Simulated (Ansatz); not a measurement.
# BrCl3Si: the cost of one run

Computed with Ansatz 0.2.0, Gaussian basis. Level: PBE0-D4/def2-TZVP structures, single points in def2-TZVPP, no counterpoise correction.

Levels: SPW92, PBE-D4, BLYP-D4, r2SCAN-D4, B97M-V, PBE0-D4, B3LYP-D4, r2SCAN0-D4, BHLYP-D4, CAM-B3LYP-D4, wB97X-V, wB97M-V, B2PLYP, PBE-QIDH, RPA on PBE, Hartree-Fock, MP2, CCSD, CCSD(T).

Correlated methods freeze the cores. Filled d shells of the heavier atoms are correlated. B3LYP uses VWN-RPA correlation. B2PLYP carries no dispersion term here.

94 further runs of the same task are left out: 94 set aside as unsound or not needed. Runs told in other sessions of the task aren't counted.

## Step 1: Where the work starts

The complex: 7 atoms, charge 0, spin multiplicity 1.

Atoms are counted from 1 here; the program's logs count them from 0.

Bond lengths: Si1–Cl3 2.024 Å, Si1–Cl4 2.023 Å, Si1–Cl5 2.023 Å, Si1–Br7 2.188 Å, H2–H6 0.746 Å. Angles: Cl3–Si1–Cl4 109.3°, Cl3–Si1–Cl5 109.3°, Cl3–Si1–Br7 109.6°, Cl4–Si1–Cl5 109.3°, Cl4–Si1–Br7 109.7°, Cl5–Si1–Br7 109.7°.

Geometry (Å):

```xyz
7

Si   -1.2498   -0.0614    0.3609
H     2.7213    0.0631   -0.8181
Cl   -0.1834   -1.4907   -0.5962
Cl   -1.9042   -0.7899    2.1311
Cl   -2.8393    0.4598   -0.7768
H     3.4402    0.1294   -1.0075
Br    0.0152    1.6898    0.7067
```

Its parts: SiBrCl₃ holds atoms 1, 3, 4, 5, 7; H₂ holds atoms 2, 6. Each part counts its atoms afresh in its own runs.

## Step 2: Relaxing SiBrCl₃ alone

Contents of relax-a/in.yaml:

```yaml
crystal:
  periodic: [false, false, false]
  atoms:
    - {symbol: Si, position_ang: [-1.249832, -0.061424, 0.360904]}
    - {symbol: Cl, position_ang: [-0.183416, -1.490688, -0.596203]}
    - {symbol: Cl, position_ang: [-1.904170, -0.789882, 2.131133]}
    - {symbol: Cl, position_ang: [-2.839346, 0.459778, -0.776785]}
    - {symbol: Br, position_ang: [0.015205, 1.689768, 0.706691]}
basis:
  gaussian: {orbitals: def2-TZVP}
hamiltonian: {xc: pbe0, dispersion: d4}
relax: {f_tol: 0.005, max_steps: 200}
```

Launch:

```console
$ ansatz run in.yaml --threads 8 --pin off --events-out ev --progress --plain --max-ram 19148MiB
```

What time and memory should one allow on 8 threads of Arm Neoverse V2, shared host?

About 8.5 s, with a peak of 0.73 GiB.
